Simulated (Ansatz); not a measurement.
# Ru: an axial (c/a) deformation path

The task here is to estimate one member of a computed series from the others.

Program: Ansatz 0.2.0. Level of theory: DFT r2SCAN, scalar-relativistic, plane waves, PAW. These are calculated values, not measurements.

1 further run of the same task is left out (set aside as unsound or not needed).

### Starting point

Symmetry: P6_3/mmc, No. 194, hexagonal system. Conventional cell: a = 2.706 Å, b = 2.706 Å, c = 4.282 Å, α = 90.00°, β = 90.00°, γ = 120.00°. Ru (site symmetry -6m2) has 12 Ru at 2.65 to 2.71 Å in its first shell of neighbours.

Structure file:

```cif
data_structure
_symmetry_space_group_name_H-M 'P6_3/mmc'
_symmetry_Int_Tables_number 194
_cell_length_a 2.7058
_cell_length_b 2.7058
_cell_length_c 4.2819
_cell_angle_alpha 90.000
_cell_angle_beta 90.000
_cell_angle_gamma 120.000
_cell_volume 27.15
loop_
_atom_site_label
_atom_site_type_symbol
_atom_site_symmetry_multiplicity
_atom_site_Wyckoff_symbol
_atom_site_fract_x
_atom_site_fract_y
_atom_site_fract_z
_atom_site_occupancy
Ru1 Ru 2 c 0.33333 0.66667 0.25000 1
```

The cell is taken as given, not relaxed at this level.

Set-up of the first run:

input.yaml

```yaml
crystal:
  lattice:
    - [2.7057993342, 0.0, 0.0]
    - [-1.3528996671, 2.343290961, 0.0]
    - [0.0, 0.0, 4.2819]
  atoms:
    - { symbol: Ru, position: [0.3333333333, 0.6666666667, 0.25] }
    - { symbol: Ru, position: [0.6666666667, 0.3333333333, 0.75] }
basis:
  ecutwfc: 500
kpoints:
  mp_grid: { grid: [24, 24, 12] }
hamiltonian:
  xc: r2scan
scf:
  occupations: { method: gaussian, width: 0.15 }
output:
  forces: true
  stress: true
  eigenvalues: true
  write_density: true
  write_potential: true
  elf: true
  volumetric_format: npy
```

Command:

```
$ ansatz run input.yaml --threads 1 --pin off --max-ram 2560MiB --backend cpu --events-out ev --progress --plain --runs-dir out
```

Among the steps run: The reference: the undisturbed cell on the scan's mesh; ρ = 0.850; Point ρ = 1.200; ρ = 0.920; At ρ = 1.100; Point ρ = 0.960; At ρ = 1.050; ρ = 0.800; At ρ = 1.300.

One of the session's tables, all rows but one given; the rest of the session is left out.

The scan, with free energies counted from the undisturbed cell:

```
    ρ  ΔE (meV/atom)  pressure (GPa)
0.800          506.1            15.7
0.850              ?               ?
0.920           78.4             1.5
0.960           16.7            -0.9
1.000            0.0            -2.0
1.050           37.1            -1.7
1.100          131.0             0.5
1.200          445.4             9.7
1.300          831.0            23.1
```

Estimate the missing values for ρ = 0.850.

Worked estimate for «ΔE (meV/atom)». A straight line through the neighbours (0.800, 506.1) and (0.920, 78.4) gives 506.1 + (78.4 − 506.1) × (0.850 − 0.800) / (0.920 − 0.800) = 327.9; a parabola fitted to 3 rows on both sides gives 283.7.

As computed: ΔE (meV/atom): 289.9; pressure (GPa): 8.7. In «ΔE (meV/atom)» the line misses by +38.0 and the parabola by -6.2.
